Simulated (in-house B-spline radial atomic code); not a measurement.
# Kr³³⁺: excited configurations

Aim: the energies of several excited configurations of Kr³³⁺ above a reference configuration, each from its own self-consistent run.

The numbers are computed with in-house B-spline radial atomic code version 1 (Dirac-Hartree-Fock, average of configuration, Fermi nucleus, basis-set limit), except any that are marked as measured or tabulated.

### 1 The atom as given

* element: krypton (Z = 36)
* charge: +33
* electrons: 3
* configuration: [He] 2s1
* Hamiltonian: Dirac-Coulomb
* nucleus: Fermi, rms radius 4.188 fm

The outer shells:

[He] 2s1
```
[He] core
2s [↑ ]
```

The boxes draw the filling by Hund's rule, which heavy ions in jj coupling don't follow; these runs average over all states of the configuration.

Input settings:

```ini
Z = 36
electrons = 3.0
configuration = [He] 2s1
hamiltonian = dirac
method = hf
spin_polarised = False
nucleus = fermi
rms_radius = 4.1884
mass_number = 84
atomic_mass = 83.91149772708
speed_of_light = 137.035999084
```

The reference is known from an earlier run: -1447.276740 hartree in all. Up to eight levels, counted from the top:

| orbital | occupation | energy (eV) | <r> (bohr) |
| --- | --- | --- | --- |
| 1s1/2 | 2 | -17130.3 | 0.04116 |
| 2s1/2 | 1 | -4111.96 | 0.1684 |

### 2 [He] 2p1

Input settings:

```ini
Z = 36
electrons = 3.0
configuration = [He] 2p1
hamiltonian = dirac
method = hf
spin_polarised = False
nucleus = fermi
rms_radius = 4.1884
mass_number = 84
atomic_mass = 83.91149772708
speed_of_light = 137.035999084
```

### 3 Configuration [He] 4p1

The settings differ from step 2 so:

```diff
@@ -2,3 +2,3 @@
 electrons = 3.0
-configuration = [He] 2p1
+configuration = [He] 4p1
 hamiltonian = dirac
```

### 4 Configuration [He] 4s1

The settings differ from step 3 so:

```diff
@@ -2,3 +2,3 @@
 electrons = 3.0
-configuration = [He] 4p1
+configuration = [He] 4s1
 hamiltonian = dirac
```

### 5 [He] 5d1

The settings differ from step 4 so:

```diff
@@ -2,3 +2,3 @@
 electrons = 3.0
-configuration = [He] 4s1
+configuration = [He] 5d1
 hamiltonian = dirac
```

### 6 [He] 4d1

The settings differ from step 5 so:

```diff
@@ -2,3 +2,3 @@
 electrons = 3.0
-configuration = [He] 5d1
+configuration = [He] 4d1
 hamiltonian = dirac
```

Q: How far above the reference does each configuration lie (order and size, in eV)?

The runs gave:

| net move | configuration | energy above the reference (eV) | with Breit, QED, recoil (eV) | largest <r> (bohr) |
| --- | --- | --- | --- | --- |
| 2s → 2p | [He] 2p1 | 115.80 | 114.66 | 0.145 |
| 2s → 4s | [He] 4s1 | 3104.39 | 3101.70 | 0.688 |
| 2s → 4p | [He] 4p1 | 3118.09 | 3115.25 | 0.670 |
| 2s → 4d | [He] 4d1 | 3125.52 | 3122.47 | 0.615 |
| 2s → 5d | [He] 5d1 | 3480.77 | 3477.71 | 1.01 |

Quantum defects of the promoted electron, δ = n − ζ/√(−2ε) with ζ = 34 and ε its orbital energy in hartree:

| promotion | δ |
| --- | --- |
| 2s → 4s | 0.049 |
| 2s → 4p | 0.022 |
| 2s → 4d | 0.007 |
| 2s → 5d | 0.008 |

**Reading.** The lowest of them is 2s → 2p at 115.80 eV and the highest 2s → 5d at 3480.77 eV. Of those tabulated, the defect is largest for 4s (0.05) and least for 4d (0.01); at this charge much of the defect is relativistic. These are averages over configurations, without correlation, not spectroscopic levels.
